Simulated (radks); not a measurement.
# Se³⁺ in [Ar] 3d10 4s2 4p1: an all-electron calculation

One table from this session's results is given with a row withheld; the runs are named, their logs left out.

Program: radks (a radial shooting solver on a logarithmic mesh, Libxc functionals) version 1. Level of theory: scalar-relativistic Kohn-Sham, PBE, spin-unpolarised, spherical densities, finite nucleus. These are calculated values, not measurements, unless marked.

### The system

```
element            : selenium (Z = 34)
charge             : +3
electrons          : 31
configuration      : [Ar] 3d10 4s2 4p1
nuclear rms radius : 4.14 fm
```

The outer shells:

Se³⁺
```
[Ar] core
3d [↑↓][↑↓][↑↓][↑↓][↑↓]
4s [↑↓]
4p [↑ ][  ][  ]
```

The first run:

Input:

```text
Z 34
configuration [Ar] 3d10 4s2 4p1 5s0 4d0 5p0 4f0
relativity scalar-relativistic
functional pbe,pbe
spin unpolarised
nucleus finite rms 4.14 fm
c 137.035999084
```

One of the session's tables, all rows but one given; the rest of the session is left out.

It belongs to the step «Radial structure». Radial moments (bohr):

```
level      <r>  outermost maximum (interpolated)  90 % within  nodes
   1s  0.04408                            0.0288       0.0788      0
   2s   0.1959                             0.164        0.303      1
   2p        ?                                 ?            ?      ?
   3s   0.5737                             0.502        0.855      2
   3p   0.5890                             0.500        0.901      1
   3d   0.6264                             0.452         1.04      0
   4s    1.639                              1.45         2.40      3
   4p    1.883                              1.64         2.78      2
   4d    2.673                              2.29         4.01      1
   5s    3.651                              3.48         5.17      4
```

Q: Estimate the row for 2p from the others.

The run gave: <r>: 0.1711; outermost maximum (interpolated): 0.132; 90 % within: 0.279; nodes: 0. In the column «<r>» it lies between 1s (0.04408) and 2s (0.1959).

Limits of these values: Spin polarisation and multiplet splitting are left out.
